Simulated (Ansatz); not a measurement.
# ZrCl2F2 (SMILES [F][Zr]([F])([Cl])[Cl]): levels of theory compared

We compute a comparison of 6 runs (HF/STO-3G, HF/3-21G, HF/def2-SVP, SVWN5/3-21G, PBE0/def2-SVP, MP2/def2-SVPD) of ZrCl2F2. 

The results are computed with Ansatz 0.2.0.

2 further runs of the same task are left out: 2 set aside as unsound or not needed.

## Step 1: The system as given

ZrCl2F2 has 5 atoms, charge 0, and is taken as a singlet. As SMILES, `[F][Zr]([F])([Cl])[Cl]`. The shape comes from GFN2-xTB, which is rough for such elements, and wasn't checked as a minimum.

Bond lengths: Zr1–F2 1.836 Å, Zr1–F3 1.836 Å, Zr1–Cl4 2.248 Å, Zr1–Cl5 2.248 Å. Angles: F2–Zr1–F3 120.4°, F2–Zr1–Cl4 107.9°, F2–Zr1–Cl5 107.9°, F3–Zr1–Cl4 107.9°, F3–Zr1–Cl5 107.9°, Cl4–Zr1–Cl5 103.7°.

## Step 2: Energy and gradient at HF/STO-3G (run 1)

molecule.yaml

```yaml
crystal:
  periodic: [false, false, false]
  atoms:
    - {symbol: Zr, position_ang: [0.155890, -0.000180, 0.108940]}
    - {symbol: F, position_ang: [-0.009750, -0.015620, 1.937010]}
    - {symbol: F, position_ang: [1.816780, 0.013230, -0.672320]}
    - {symbol: Cl, position_ang: [-0.989140, 1.769670, -0.672600]}
    - {symbol: Cl, position_ang: [-0.973780, -1.767090, -0.701030]}
basis:
  gaussian:
    orbitals: STO-3G
hamiltonian:
  xc: hf
accuracy: high
output: {forces: true, orbitals: {seedname: orbitals}}
```

Run with:

```
$ ansatz run molecule.yaml --threads 1 --pin off --max-ram 3480MiB --events-out events.jsonl --progress --plain --runs-dir runs
```

Standard output:

```text
Warning: RAYON_NUM_THREADS=1 ignored (pool sized by the plan → 1); use --threads N
Functional definition: HF
  name "HF"
  exchange = exact_x
  correlation = 0
1125 factors; integrals over basis functions are off by at most 6.2e-9 eV
mean field evaluation 1: about -125410.1794 eV, gradient 3.3e1 eV
mean field evaluation 2: about -125410.2329 eV, gradient 3.3e1 eV
mean field evaluation 4: about -125414.5841 eV, gradient 1.1e0 eV
mean field evaluation 8: about -125414.5876 eV, gradient 3.0e-5 eV
mean field -125414.58758184 eV, -4608.9010845721 hartree, gradient 2.8e-8 eV, S^2 0.000000; 0 other end points of the search recorded, 0 dependent functions left out
the calculation of the forces begins
reference -125414.58758184 eV, -4608.9010845721 hartree; 46, 46 occupied and 9, 9 virtual orbitals, 1125 factors
Total energy: -125414.58758184 eV, -4608.9010845721 hartree
Atom 0 at     0.155890    -0.000180     0.108940 Å, force     0.992453    -0.000977     0.701090 eV/Å
Atom 1 at    -0.009750    -0.015620     1.937010 Å, force     0.351085    -0.004831     0.790841 eV/Å
Atom 2 at     1.816780     0.013230    -0.672320 Å, force     0.868100     0.003368     0.056347 eV/Å
Atom 3 at    -0.989140     1.769670    -0.672600 Å, force    -1.114957     2.147640    -0.756793 eV/Å
Atom 4 at    -0.973780    -1.767090    -0.701030 Å, force    -1.096681    -2.145200    -0.791485 eV/Å
Dipole moment:     0.521329    -0.000653     0.364479 e Å
```

Run time: 6 s. Hardware: 1 thread of Intel Xeon at 2.70GHz, shared host; peak memory 0.17 GiB.

## Step 3: Energy and gradient at HF/3-21G (run 2)

run.yaml

```yaml
basis:
  gaussian:
    orbitals: 3-21G-spherical.json
crystal:
  periodic: [false, false, false]
  atoms:
    - {symbol: Zr, position_ang: [0.155890, -0.000180, 0.108940]}
    - {symbol: F, position_ang: [-0.009750, -0.015620, 1.937010]}
    - {symbol: F, position_ang: [1.816780, 0.013230, -0.672320]}
    - {symbol: Cl, position_ang: [-0.989140, 1.769670, -0.672600]}
    - {symbol: Cl, position_ang: [-0.973780, -1.767090, -0.701030]}
total_charge: 0
output:
  forces: true
  orbitals: {seedname: orbitals}
accuracy: high
hamiltonian:
  xc: hf
```

The basis set 3-21G is read from a file made from the Basis Set Exchange's data (not shown).

Run with:

```
$ ansatz run run.yaml --threads 1 --pin off --max-ram 3480MiB --events-out events.jsonl --progress --plain --runs-dir runs
```

Standard output, cut to the lines that bear on the results:

```text
Warning: RAYON_NUM_THREADS=1 ignored (pool sized by the plan → 1); use --threads N
[... 2 set-up lines as earlier in the session ...]
[...]
1731 factors; integrals over basis functions are off by at most 5.6e-9 eV
[...]
mean field -126118.73660903 eV, -4634.7780840317 hartree, gradient 2.1e-8 eV, S^2 0.000000; 0 other end points of the search recorded, 0 dependent functions left out
[...]
reference -126118.73660903 eV, -4634.7780840317 hartree; 46, 46 occupied and 34, 34 virtual orbitals, 1731 factors
Total energy: -126118.73660903 eV, -4634.7780840317 hartree
Atom 0 at     0.155890    -0.000180     0.108940 Å, force     2.026232    -0.002388     1.423314 eV/Å
Atom 1 at    -0.009750    -0.015620     1.937010 Å, force     0.170167    -0.008158     1.108283 eV/Å
Atom 2 at     1.816780     0.013230    -0.672320 Å, force     1.103643     0.006626    -0.221875 eV/Å
Atom 3 at    -0.989140     1.769670    -0.672600 Å, force    -1.662423     2.895165    -1.131527 eV/Å
Atom 4 at    -0.973780    -1.767090    -0.701030 Å, force    -1.637619    -2.891245    -1.178195 eV/Å
Dipole moment:     0.373267    -0.000456     0.260799 e Å
```

Wall time 6.6 s (1 thread of Intel Xeon at 2.70GHz, shared host); peak memory 0.29 GiB.

Runs 3 to 5 aren't shown in full; the table further down has their settings and results.

## Step 4: Energy and forces at MP2/def2-SVPD (core potential) (run 6)

job.yaml

```yaml
crystal:
  periodic: [false, false, false]
  atoms:
    - {symbol: Zr, position_ang: [0.155890, -0.000180, 0.108940]}
    - {symbol: F, position_ang: [-0.009750, -0.015620, 1.937010]}
    - {symbol: F, position_ang: [1.816780, 0.013230, -0.672320]}
    - {symbol: Cl, position_ang: [-0.989140, 1.769670, -0.672600]}
    - {symbol: Cl, position_ang: [-0.973780, -1.767090, -0.701030]}
basis:
  gaussian:
    orbitals: def2-SVPD
output: {forces: true, orbitals: {seedname: orbitals}}
accuracy: high
correlation:
  method: mp2
  frozen_orbitals: {Cl: 5, F: 1, Zr: 0}
```

Run with:

```
$ ansatz run job.yaml --threads 1 --pin off --max-ram 3480MiB --events-out events.jsonl --progress --plain --runs-dir runs
```

Standard output, cut to the lines that bear on the results:

```text
Warning: RAYON_NUM_THREADS=1 ignored (pool sized by the plan → 1); use --threads N
[... 2 set-up lines as earlier in the session ...]
[...]
2591 factors; integrals over basis functions are off by at most 3.2e-9 eV
[...]
mean field -31682.22897147 eV, -1164.3004397154 hartree, gradient 1.8e-8 eV, S^2 0.000000; 0 other end points of the search recorded, 0 dependent functions left out
12 core orbitals not correlated: weight in the atoms' cores, before any rotation towards them, 1.000 or more for the frozen orbitals, at most 0.000 for the correlated occupied ones
reference -31682.22897147 eV, -1164.3004397154 hartree; 20, 20 occupied and 102, 102 virtual orbitals, 2591 factors
second order -25.70102112 eV of doubles, -0.00000000 eV of singles
[...]
Total energy: -31707.92999259 eV, -1165.2449348209 hartree
Atom 0 at     0.155890    -0.000180     0.108940 Å, force    -0.833600     0.001337    -0.578268 eV/Å
Atom 1 at    -0.009750    -0.015620     1.937010 Å, force     0.107177    -0.020674     2.627398 eV/Å
Atom 2 at     1.816780     0.013230    -0.672320 Å, force     2.509335     0.017299    -0.800905 eV/Å
Atom 3 at    -0.989140     1.769670    -0.672600 Å, force    -0.898374     1.624180    -0.611005 eV/Å
Atom 4 at    -0.973780    -1.767090    -0.701030 Å, force    -0.884538    -1.622142    -0.637220 eV/Å
Dipole moment:     0.149372    -0.000175     0.104199 e Å
```

It took 34 s on 1 thread of Intel Xeon at 2.70GHz, shared host; peak memory 0.63 GiB.

## Step 5: All runs side by side

| run | level | core potential | frozen core orbitals | energy (Eh) | dipole moment (D) | HOMO energy (eV) | LUMO energy (eV) | wall time |
| --- | --- | --- | --- | --- | --- | --- | --- | --- |
| 1 | HF/STO-3G | none | – | -4608.901085 | 3.06 | -10.67 | 5.17 | 6 s |
| 2 | HF/3-21G | none | – | -4634.778084 | 2.19 | -13.16 | 0.44 | 6.6 s |
| 3 | HF/def2-SVP (core potential) | def2-SVP | – | -1164.276587 | 1.05 | -12.99 | 1.39 | 8.7 s |
| 4 | SVWN5/3-21G | none | – | -4630.762881 | 1.85 | -8.45 | -3.46 | 8.7 s |
| 5 | PBE0/def2-SVP (core potential) | def2-SVP | – | -1166.512904 | 0.91 | -9.67 | -1.77 | 17 s |
| 6 | MP2/def2-SVPD (core potential) | def2-SVPD | 12 | -1165.244935 | 0.87 | -13.03 | 1.02 | 34 s |

## Step 6: Summary of results

| quantity | value |
| --- | --- |
| run 6: total energy | -1165.24493 Eh |
| run 6: dipole moment (correlated density) | 0.87 D |
| run 6: HOMO energy (Hartree–Fock orbitals) | -13.03 eV |
| run 6: LUMO energy (Hartree–Fock orbitals) | 1.02 eV |
| run 6: HOMO–LUMO gap (Hartree–Fock orbitals) | 14.05 eV |
| run 6: correlation energy (12 core orbitals frozen) | -944.5 mEh |
| run 6: largest force on an atom | 2.634 eV/Å |

What this shows: The dipole moment (its size) runs from 0.87 D (MP2/def2-SVPD) to 3.06 D (HF/STO-3G). The two ends differ in method and basis and core potential. Over runs 1, 2, 3, 4, 5 the HOMO–LUMO gap runs from 4.99 eV (SVWN5/3-21G) to 15.84 eV (HF/STO-3G). The two ends differ in method and basis. Totals of different functionals can't be ranked against each other. Some runs of one species differ in core potentials or relativity; totals across that change don't compare. In run 1 the basis is minimal, so the values are rough. In runs 1, 2, 4 relativity is left out where basis or elements ask for it. All runs together took 81 s, the longest 34 s.
